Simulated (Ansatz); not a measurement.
# GeH4F (doublet): the correlation ladder at distance Ge1–H5 along a hydrogen transfer = 1.880 Å, cc-pVDZ

How much of the correlation energy of GeH4F (doublet) does each wave-function method recover here?

Method: cc-pVDZ, core rule «outside noble gas», up to 15 orbitals frozen; program: Ansatz 0.2.0, Gaussian basis.

Plan: UHF; CCSD(T) on ROHF; CCSD(T) on UHF; BCCD(T) on ROHF; CISD; CCSDT(Q) on ROHF; CCSDT(Q) on UHF; CASSCF and MRCISD+Q, 3 electrons in 3 orbitals; CASSCF and NEVPT2, 3 electrons in 3 orbitals; CASSCF and MRCISD+Q, 15 electrons in 12 orbitals; CASSCF and NEVPT2, 15 electrons in 12 orbitals.

**1. The geometry**

The geometry derives from fragments relaxed apart (PBE0/def2-TZVP) and kept rigid, so it is no stationary point. A hydrogen atom is moved between rigid fragments. No spin-orbit coupling is included. The filled d shell of Ge may be among the frozen orbitals whatever the setting's name suggests; the logs give the count.

6 atoms, charge 0, spin multiplicity 2.

Atoms are counted from 1 here; the program's logs count them from 0.

Bond lengths: Ge1–H2 1.534 Å, Ge1–H3 1.534 Å, Ge1–H4 1.534 Å, Ge1–H5 1.880 Å, H5–F6 0.900 Å. Angles: H2–Ge1–H3 109.5°, H2–Ge1–H4 109.5°, H2–Ge1–H5 109.5°, H3–Ge1–H4 109.5°, H3–Ge1–H5 109.5°, H4–Ge1–H5 109.5°, Ge1–H5–F6 180.0°.

As a file:

```
Ge   -0.55570    0.00000    0.00000
H    -1.06715    1.44660    0.00000
H    -1.06715   -0.72330    1.25279
H    -1.06715   -0.72330   -1.25279
H     1.32430    0.00000    0.00000
F     2.22430    0.00000    0.00000
```

**2. UHF**

File in.yaml:

```yaml
crystal:
  periodic: [false, false, false]
  atoms:
    - {symbol: Ge, position_ang: [-0.555700, 0.000000, 0.000000]}
    - {symbol: H, position_ang: [-1.067150, 1.446599, 0.000000]}
    - {symbol: H, position_ang: [-1.067150, -0.723300, 1.252792]}
    - {symbol: H, position_ang: [-1.067150, -0.723299, -1.252792]}
    - {symbol: H, position_ang: [1.324300, 0.000000, 0.000000]}
    - {symbol: F, position_ang: [2.224300, 0.000000, 0.000000]}
basis:
  gaussian: {orbitals: cc-pVDZ}
magnetization: {spin_polarized: true, initial_magnetization: 1}
hamiltonian: {xc: hf}
output: {orbitals: {seedname: orbitals}}
```

The run is started by

```console
$ ansatz run in.yaml --threads 1 --pin off --events-out ev --progress --plain --max-ram 2816MiB --backend cpu
```

After this run come: CCSD(T) on ROHF; CCSD(T) on UHF; BCCD(T) on ROHF; CISD; CCSDT(Q) on ROHF; CCSDT(Q) on UHF; CASSCF and MRCISD+Q, 3 electrons in 3 orbitals; CASSCF and NEVPT2, 3 electrons in 3 orbitals; CASSCF and MRCISD+Q, 15 electrons in 12 orbitals; CASSCF and NEVPT2, 15 electrons in 12 orbitals.

**Question.** What will the summary of the whole plan be? Wanted: UCCSDT(Q) below the RHF energy; RMP2 from UCCSDT(Q); UMP2 from UCCSDT(Q); RCCSD from UCCSDT(Q); RCCSD(T) from UCCSDT(Q); UCCSD(T) from UCCSDT(Q); RCCSDT(Q) from UCCSDT(Q); NEVPT2 valence from UCCSDT(Q); MRCISD+Q valence from UCCSDT(Q).

As calculated:

| quantity | value |
| --- | --- |
| UCCSDT(Q) below the RHF energy | -9.1675 eV |
| RMP2 from UCCSDT(Q) | +94.3 kJ/mol |
| UMP2 from UCCSDT(Q) | +94.3 kJ/mol |
| RCCSD from UCCSDT(Q) | +16.1 kJ/mol |
| RCCSD(T) from UCCSDT(Q) | +3.5 kJ/mol |
| UCCSD(T) from UCCSDT(Q) | +3.1 kJ/mol |
| RCCSDT(Q) from UCCSDT(Q) | +0.4 kJ/mol |
| NEVPT2 valence from UCCSDT(Q) | +121.6 kJ/mol |
| MRCISD+Q valence from UCCSDT(Q) | +7.3 kJ/mol |
| levels within 1 kcal/mol (43 meV) | RCCSD(T), UCCSD(T), BCCD(T), RCCSDT, UCCSDT, RCCSDT(Q) |
| T1 diagnostic | 0.014 |
| effectively unpaired electrons | 1.02 |

What this shows: RCCSD(T) lands +3.5 kJ/mol from the yardstick (0.4 % of the correlation energy). One determinant dominates. Of the multireference levels listed MRCISD+Q valence comes nearest in total energy (+7.3 kJ/mol), which doesn't show that its space is the better one. These misses are within one basis, not against nature; the frozen cores of restricted and unrestricted runs differ, which can shift their rows.
